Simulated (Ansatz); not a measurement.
# C₂H₆AlNOSi: a ladder of functionals and wavefunction methods

The task here is to estimate one member of a computed series from the others.

Computed with Ansatz 0.2.0, Gaussian basis. Level: functionals in def2-TZVPP, the program's frozen cores in correlated methods.

Plan: PBE-D4, r2SCAN-D4, PBE0-D4, B3LYP-D4, ωB97X-V, ωB97M-V, B2PLYP; CCSD(T)/def2-TZVPP; MP2/def2-QZVPP; extrapolation to the limit.

## The geometry

An earlier PBE0-D4 in a triple-zeta def2 set relaxation fixed the geometry.

SMILES `OC1=[C]([AlH2])[SiH2]N1`, 12 atoms, charge 0, spin multiplicity 1.

Atoms are counted from 1 here; the program's logs count them from 0.

Bond lengths: O1–C2 1.328 Å, O1–H7 0.970 Å, C2–C3 1.394 Å, C2–N6 1.359 Å, C3–Al4 1.872 Å, C3–Si5 1.836 Å, Al4–H8 1.609 Å, Al4–H9 1.583 Å, Si5–N6 1.778 Å, Si5–H10 1.485 Å, Si5–H11 1.485 Å, N6–H12 1.004 Å. Angles: C2–O1–H7 107.8°, O1–C2–C3 130.4°, O1–C2–N6 118.8°, C3–C2–N6 110.7°, C2–C3–Al4 124.0°, C2–C3–Si5 84.2°, Al4–C3–Si5 151.8°, C3–Al4–H8 112.8°, C3–Al4–H9 126.7°, H8–Al4–H9 120.6°, C3–Si5–N6 77.6°, C3–Si5–H10 120.5°, C3–Si5–H11 120.5°, N6–Si5–H10 112.8°, N6–Si5–H11 112.8°, H10–Si5–H11 108.7°, C2–N6–Si5 87.4°, C2–N6–H12 124.8° and more.

Set-up of the first run:

The input, in.yaml:

```yaml
crystal:
  periodic: [false, false, false]
  atoms:
    - {symbol: O, position_ang: [1.939768, -0.615527, 0.339806]}
    - {symbol: C, position_ang: [0.883490, 0.119619, 0.014015]}
    - {symbol: C, position_ang: [-0.475908, -0.190187, 0.036454]}
    - {symbol: Al, position_ang: [-1.164812, -1.845477, 0.574474]}
    - {symbol: Si, position_ang: [-0.685841, 1.526494, -0.578744]}
    - {symbol: N, position_ang: [1.080013, 1.392162, -0.421273]}
    - {symbol: H, position_ang: [1.618650, -1.485070, 0.625311]}
    - {symbol: H, position_ang: [-0.017507, -2.884401, 1.012792]}
    - {symbol: H, position_ang: [-2.691065, -2.262990, 0.624767]}
    - {symbol: H, position_ang: [-1.122056, 1.779690, -1.975669]}
    - {symbol: H, position_ang: [-1.264126, 2.576570, 0.298036]}
    - {symbol: H, position_ang: [1.976391, 1.833919, -0.516168]}
basis:
  gaussian: {orbitals: def2-TZVPP}
hamiltonian: {xc: pbe, dispersion: d4}
output: {forces: true, orbitals: {seedname: orbitals}}
```

Run with:

```bash
$ ansatz run in.yaml --threads 4 --pin off --events-out ev --progress --plain --max-ram 10444MiB
```

Steps of the session up to this table: PBE-D4 (GGA); r2SCAN-D4 (meta-GGA); PBE0-D4 (hybrid); B3LYP-D4 (hybrid); ωB97X-V (range-separated); ωB97M-V (range-separated); B2PLYP (double hybrid); CCSD(T) in def2-TZVPP; MP2 in def2-QZVPP.

One table of the session follows, with a row left open; its other results are not shown here.

| method | atomisation energy (kJ/mol) |
| --- | --- |
| PBE-D4 | 4470.0 |
| r2SCAN-D4 | 4382.9 |
| PBE0-D4 | 4374.1 |
| B3LYP-D4 | ? |
| ωB97X-V | 4390.8 |
| ωB97M-V | 4384.5 |
| B2PLYP | 4306.2 |
| HF/def2-TZVPP | 3035.6 |
| MP2/def2-TZVPP | 4323.6 |
| CCSD/def2-TZVPP | 4139.3 |
| CCSD(T)/def2-TZVPP | 4222.2 |
| MP2/CBS | 4460.3 |
| CCSD(T)/CBS | 4358.9 |

Estimate the missing values for B3LYP-D4.

The run gave: atomisation energy (kJ/mol): 4356.2. In the column «atomisation energy (kJ/mol)» it lies between MP2/def2-TZVPP (4323.6) and CCSD(T)/CBS (4358.9).

Caveats from the session: Free atoms (1 O, 2 C, 1 Al, 1 Si, 1 N, 6 H) were run apart at each level; the atomisation energy is their sum less the molecule, without zero-point or spin-orbit terms.
